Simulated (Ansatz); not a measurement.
# MoH6: the cost of one run

Program: Ansatz 0.2.0. Level of theory: DFT PBE, scalar-relativistic, plane waves, PAW. These are calculated values, not measurements.

**1. The starting structure**

The structure is tetragonal, space group P4/mmm (No. 123). The conventional cell has a = 3.789 Å, b = 3.789 Å, c = 7.579 Å, α = 90.00°, β = 90.00°, γ = 90.00°. Around H (site symmetry mmm) lie 2 Mo at 1.89 Å. Around H (site symmetry mmm) lie 8 H at 2.68 Å. Around H (site symmetry 4mm) lie 1 Mo at 1.89 Å. Around Mo (site symmetry 4/mmm) lie 6 H at 1.89 Å.

Structure file:

```
H Mo
1.0
     3.78931    0.00000    0.00000
     0.00000    3.78931    0.00000
     0.00000    0.00000    7.57863
H Mo
6 1
Direct
  0.50000 0.00000 0.00000
  0.50000 0.00000 0.50000
  0.00000 0.50000 0.00000
  0.00000 0.50000 0.50000
  0.00000 0.00000 0.25000
  0.00000 0.00000 0.75000
  0.00000 0.00000 0.00000
```

Recipe of the guess: ordered vacancies on the cation sites of rhenium trioxide (P4/mmm, No. 123). The dimensions are guesses.

**2. A first look at the guess**

Input file input.yaml:

```yaml
crystal:
  lattice:
    - [3.78931341, 0.0, 0.0]
    - [0.0, 3.78931341, 0.0]
    - [0.0, 0.0, 7.57862682]
  atoms:
    - { symbol: H, position: [0.5, 0.0, 0.0] }
    - { symbol: H, position: [0.5, 0.0, 0.5] }
    - { symbol: H, position: [0.0, 0.5, 0.0] }
    - { symbol: H, position: [0.0, 0.5, 0.5] }
    - { symbol: H, position: [0.0, 0.0, 0.25] }
    - { symbol: H, position: [0.0, 0.0, 0.75] }
    - { symbol: Mo, position: [0.0, 0.0, 0.0] }
basis:
  ecutwfc: 420
kpoints:
  mp_grid: { grid: [4, 4, 2] }
hamiltonian:
  xc: pbe
scf:
  occupations: { method: gaussian, width: 0.1 }
  lower_state_search: "off"
output:
  forces: true
  stress: true
  eigenvalues: true
```

On the command line:

```bash
ansatz run input.yaml --threads 1 --pin off --max-ram 2048MiB --backend cpu --events-out ev --progress --plain --runs-dir out
```

Q: Estimate wall time and peak memory on 1 thread of Arm Neoverse V2, shared host.

About 1.4 s, with a peak of 0.31 GiB.
